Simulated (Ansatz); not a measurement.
# Cu: element swaps in one structure

The task here is to estimate one member of a computed series from the others.

Method: DFT PBEsol, scalar-relativistic, plane waves, PAW, in Ansatz 0.2.0.

1 further run of the same task is left out (set aside as unsound or not needed).

## Starting point

The structure is hexagonal, space group P6_3/mmc (No. 194). The conventional cell has a = 2.521 Å, b = 2.521 Å, c = 4.117 Å, α = 90.00°, β = 90.00°, γ = 120.00°. Cu (site symmetry -6m2) has 12 Cu at 2.52 Å as nearest neighbours.

Structure file:

```
Cu
1.0
     2.52059    0.00000    0.00000
    -1.26030    2.18290    0.00000
     0.00000    0.00000    4.11652
Cu
2
Direct
  0.33333 0.66667 0.25000
  0.66667 0.33333 0.75000
```

It goes back to an entry of the Materials Project, which need not be the stable form.

It is the result of an earlier relaxation at this level (volume 11.32 Å³/atom; gap on the mesh: none (metal)).

The first run:

input.yaml

```yaml
crystal:
  lattice:
    - [2.3913135891, 0.0, 0.0]
    - [-1.1956567945, 2.0709383166, 0.0]
    - [0.0, 0.0, 3.9053927956]
  atoms:
    - { symbol: Zn, position: [0.3333333333, 0.6666666667, 0.25] }
    - { symbol: Zn, position: [0.6666666667, 0.3333333333, 0.75] }
basis:
  ecutwfc: 420
kpoints:
  mp_grid: { grid: [12, 12, 6] }
hamiltonian:
  xc: pbesol
scf:
  occupations: { method: gaussian, width: 0.1 }
output:
  forces: true
  stress: true
  eigenvalues: true
```

On the command line:

```console
> ansatz run input.yaml --threads 1 --pin off --max-ram 2560MiB --backend cpu --events-out ev --progress --plain --runs-dir out
```

Steps of the session up to this table: Quick check of gap, pressure and forces (Zn); Rough relaxation on the coarse mesh (Zn); The relaxation (Zn).

One of the session's tables, all rows but one given; the rest of the session is left out.

It belongs to the step «The crystals compared». Lengths are those of the vectors of the cell that was run:

```
   swap  volume (Å³/atom)  a (Å)  b (Å)  c (Å)
   none             11.32  2.521  2.521  4.117
Cu → Mg             22.51  3.188  3.188  5.116
Cu → Mn             10.32  2.451  2.451  3.966
Cu → Ba             57.77  4.329  4.329  7.118
Cu → Na             36.38  3.729  3.729  6.042
Cu → Zn                 ?      ?      ?      ?
```

Estimate the missing values for Cu → Zn.

The run gave: volume (Å³/atom): 14.26; a (Å): 2.590; b (Å): 2.590; c (Å): 4.909. In the column «volume (Å³/atom)» it lies between none (11.32) and Cu → Mg (22.51).

Lengths are those of the computed cell. Rows of earlier swaps come from the sessions before.
